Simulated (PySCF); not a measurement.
# A diatomic session: GdO

One table from this session's results is given with a row withheld; the runs are named, their logs left out.

The runs use PySCF 2.14.0; Gd x2c-SVPall, O x2c-SVPall, spin-free X2C with a Gaussian nucleus.

Set-up of the first run:

Settings of the job:

```json
{
  "atoms": "Gd, O",
  "charge": "0",
  "basis": "Gd x2c-SVPall, O x2c-SVPall",
  "Hamiltonian": "spin-free X2C with a Gaussian nucleus",
  "basis functions": "99",
  "electrons treated": "72",
  "masses in u": "157.9241, 15.9949",
  "levels": "PBE0, PBE, r²SCAN, M06-2X, PBEsol, HF, MP2, SCS-MP2",
  "grid": "80 radial by 434 angular points",
  "occupations": "held fixed by the projection of orbital angular momentum",
  "dissociation limit": "Gd + O, each in its ground configuration",
  "starting distance in angstrom": "1.950",
  "values of 2S to try": "6, 8"
}
```

Run with:

```
$ OMP_NUM_THREADS=2 python dia.py task.json out
```

Steps of the session up to this table: Input; PBE0 along the bond; Excited determinants; PBE (GGA); r²SCAN; M06-2X; PBEsol (GGA); UHF (mean field).

One of the session's tables, all rows but one given; the rest of the session is left out.

It belongs to the step «The curves together». Energy (eV) from each level's lowest point:

```
R (Å)    UHF  UHF-MP2  UHF-SCS-MP2    PBE  PBEsol
1.540  2.123    2.009        2.059  1.887   1.755
1.612  1.021    0.946        0.976  0.884   0.793
1.683  0.366    0.327        0.341  0.303   0.250
1.737  0.104    0.087        0.093  0.080   0.054
1.791  0.000    0.000        0.000  0.000   0.000
1.845  0.022    0.034        0.033  0.032   0.056
1.916  0.203    0.232        0.242  0.207   0.261
2.006      ?        ?            ?      ?       ?
2.113  1.188    1.686        1.831  1.142   1.266
2.257  1.942    3.271        3.463  1.995   2.161
```

Q: Estimate the row for R (Å) = 2.006 from the others.

Worked estimate for «UHF». A straight line through the neighbours (1.916, 0.203) and (2.113, 1.188) gives 0.203 + (1.188 − 0.203) × (2.006 − 1.916) / (2.113 − 1.916) = 0.653; a parabola fitted to 4 rows on both sides gives 0.638.

**Answer.** UHF: 0.599; UHF-MP2: 0.703; UHF-SCS-MP2: 0.757; PBE: 0.572; PBEsol: 0.660. In «UHF» the line misses by +0.054 and the parabola by +0.039.

Caveats from the session: The state is the lowest single determinant that the PBE0 search found; with open d or f shells the true ground state can be another one.
